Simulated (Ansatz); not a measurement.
Relaxation of a periodic cell of 35 atoms, AlSi$_{10}$O$_{24}$ (host SiO2, host structure P3_221, dopant Al, one Si atom removed), to a largest force component of 0.03 eV/Å in at most 60 steps.

These are results of DFT PBE, scalar-relativistic, plane waves, PAW (Ansatz 0.2.0), not measurements. Settings: PAW set soft_1, cutoff 420 eV, k mesh 2x2x1, gaussian smearing 0.02 eV, spin collinear.

```xyz
35
Lattice="-2.4814 4.2979 5.4360 4.9628 0.0000 5.4360 4.9628 8.5958 0.0000" Properties=species:S:1:pos:R:3
Al 7.329 8.608 3.585
Si 3.779 2.045 7.228
Si 1.315 2.291 0.026
O 6.424 9.651 4.323
O 0.254 1.753 1.105
O 0.831 4.995 7.964
O 0.762 3.594 4.786
O 0.167 6.833 6.162
O 3.890 3.231 8.344
Si 4.839 4.316 3.627
Si 6.276 6.385 7.219
Si 3.765 6.509 0.015
O 3.996 5.363 4.337
O 2.700 6.093 1.052
O 3.283 9.355 7.955
O 3.351 7.918 4.770
O 2.686 11.106 6.142
O 6.392 7.544 8.304
Si -0.129 4.294 3.630
Si 1.289 6.334 7.248
Si 3.779 6.538 5.458
O 3.923 5.389 9.742
O 2.698 6.044 6.571
O 0.844 5.072 2.594
O 5.775 3.587 4.707
O 5.158 6.804 6.184
O 3.982 3.220 2.913
Si 2.393 8.610 3.622
Si 3.719 10.669 7.264
O 6.381 9.709 9.781
O 5.206 10.383 6.547
O 3.304 9.274 2.527
O 8.333 7.859 4.687
O 2.713 2.487 6.158
O 6.376 7.545 2.944
```

Problem. Where does it end, and by what steps?

Solution. The run converged. Limits of this set-up: coarse k mesh, a small cell, in which the defect meets its images, a typed lattice constant that wasn't relaxed here. After 25 steps the energy has fallen by 6.123 eV; O4 moved furthest, 1.20 Å. Joined: O4–O34 (2.64 → 1.35 Å).

| step | energy less start (eV) | largest force component (eV/Å) | accepted |
| --- | --- | --- | --- |
| 0 | 0.0000 | 5.610 | yes |
| 1 | -1.8342 | 3.337 | yes |
| 2 | -3.1440 | 1.164 | yes |
| 3 | -3.5208 | 0.392 | yes |
| 4 | -3.7462 | 0.343 | yes |
| 5 | -3.9109 | 0.462 | yes |
| 6 | -4.2308 | 1.728 | yes |
| 7 | -4.4936 | 2.594 | yes |
| 8 | -5.3547 | 2.650 | yes |
| 9 | -5.5688 | 3.666 | yes |
| 10 | -5.8601 | 1.025 | yes |
| 11 | -5.9363 | 0.583 | yes |
| 12 | -5.9889 | 0.456 | yes |
| 13 | -6.0214 | 0.143 | yes |
| 14 | -6.0396 | 0.265 | yes |
| 15 | -6.0380 | 0.559 | no |
| 16 | -6.0722 | 0.145 | yes |
| 17 | -6.0905 | 0.100 | yes |
| 18 | -6.1021 | 0.191 | yes |
| 19 | -6.1092 | 0.084 | yes |
| 20 | -6.1029 | 0.297 | no |
| 21 | -6.1182 | 0.046 | yes |
| 22 | -6.1210 | 0.049 | yes |
| 23 | -6.1223 | 0.034 | yes |
| 24 | -6.1219 | 0.049 | no |
| 25 | -6.1229 | 0.011 | yes |

```xyz
35
Lattice="-2.4814 4.2979 5.4360 4.9628 0.0000 5.4360 4.9628 8.5958 0.0000" Properties=species:S:1:pos:R:3
Al 7.351 8.857 3.822
Si 3.721 1.883 7.215
Si 1.281 2.192 -0.041
O 6.828 9.835 5.433
O 0.262 1.864 1.201
O 0.858 5.619 8.340
O 0.644 3.270 4.626
O 0.268 6.771 5.993
O 3.548 3.130 8.231
Si 5.111 4.441 3.434
Si 6.192 6.155 7.282
Si 3.710 6.399 0.058
O 3.954 5.337 4.138
O 2.672 5.847 1.190
O 3.781 9.715 8.247
O 3.323 7.822 4.727
O 2.664 10.985 6.197
O 6.304 7.302 8.431
Si -0.357 4.103 3.605
Si 1.405 6.485 7.130
Si 3.777 6.393 5.356
O 3.730 5.206 9.835
O 2.674 5.771 6.375
O 0.636 4.788 2.506
O 5.771 3.500 4.577
O 5.179 6.680 6.125
O 4.436 3.627 2.221
Si 2.302 8.445 3.633
Si 3.763 11.088 7.365
O 6.358 9.560 9.783
O 5.279 11.312 6.682
O 3.191 9.110 2.420
O 8.178 7.751 4.817
O 2.896 2.074 5.681
O 6.093 8.092 2.883
```

Whether the end is a true minimum wasn't checked by a vibrational analysis.

Run time: 3.6 min on 4 threads of Arm Neoverse V2, on a shared host, peak memory 1.4 GiB.
